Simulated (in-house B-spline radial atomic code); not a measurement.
# Ce³⁰⁺: ionisation energy by several methods

Wanted: one ionisation energy, Ce³⁰⁺ to configuration [Ar] 3d9, up the ladder of functionals.

Program: in-house B-spline radial atomic code version 1. Level of theory: scalar-relativistic (X2C), several functionals, spin-polarised; spherical all-electron atom at the radial basis limit. These are calculated values, not measurements, unless marked.

### 1 The system

```
element       : cerium (Z = 58)
charge        : +30
electrons     : 28
configuration : [Ar] 3d10
nucleus       : Fermi, rms radius 4.877 fm
```

The outer shells:

[Ar] 3d10
```
[Ar] core
3d [↑↓][↑↓][↑↓][↑↓][↑↓]
```

Where spins are not typed, each open shell is filled with up spins first.

### 2 revTPSS, a meta-GGA

Settings of the run:

```ini
Z = 58
electrons = 28.0
configuration = [Ar] 3d10
hamiltonian = x2c
method = revtpss,revtpss
spin_polarised = True
nucleus = fermi
rms_radius = 4.8771
mass_number = 140
atomic_mass = 139.905448433
speed_of_light = 137.035999084
```

### 3 exchange-only LDA

Changes to the settings of step 2:

```diff
@@ -4,3 +4,3 @@
 hamiltonian = x2c
-method = revtpss,revtpss
+method = lda,
 spin_polarised = True
```

### 4 Hartree-Fock

Changes to the settings of step 3:

```diff
@@ -4,3 +4,3 @@
 hamiltonian = x2c
-method = lda,
+method = hf
 spin_polarised = True
```

### 5 AM05, a GGA

Changes to the settings of step 4:

```diff
@@ -4,3 +4,3 @@
 hamiltonian = x2c
-method = hf
+method = am05
 spin_polarised = True
```

### 6 PBE, a GGA

Changes to the settings of step 5:

```diff
@@ -4,3 +4,3 @@
 hamiltonian = x2c
-method = am05
+method = pbe,pbe
 spin_polarised = True
```

**Question.** The tabulated ionisation energy is 1908 ± 4 eV (tabulated theoretical; NIST Atomic Spectra Database). What does each method give, and which comes nearest?

The runs gave:

| method | rung | total energy (hartree) | ΔSCF (eV) | −ε highest (eV) | ΔSCF less tabulated (eV) |
| --- | --- | --- | --- | --- | --- |
| exchange-only LDA | LDA | -8373.1301 | 1911.96 | 1867.82 (3d up) | +3.96 |
| AM05 | GGA | -8377.2813 | 1914.97 | 1870.80 (3d up) | +6.97 |
| PBE | GGA | -8383.7871 | 1915.25 | 1871.11 (3d up) | +7.25 |
| revTPSS | meta-GGA | -8382.9686 | 1915.04 | 1871.02 (3d up) | +7.04 |
| Hartree-Fock | Hartree-Fock | -8382.7934 | 1916.98 | 1920.89 (3d up) | +8.98 |

What this shows: Against the tabulated ionisation energy, 1908 ± 4 eV (tabulated theoretical; NIST Atomic Spectra Database), the best here is exchange-only LDA (+3.96 eV) and the worst Hartree-Fock (+8.98 eV, or 0.47 %). Mean absolute error by rung (exchange-only levels left out): GGA 7.11 eV, meta-GGA 7.04 eV, Hartree-Fock 8.98 eV. Relativistic terms that these runs lack can be as large as the gaps between close methods, so the nearest may be so by luck. PBE is off by +7.25 eV. Spin-orbit coupling is left out. Open shells are averaged (over orientations, and over spins where the run is restricted), while tables refer to the lowest levels.

Members of this set that are not shown: 2 used exact exchange with fractional occupations of an open shell, which is unsound here.
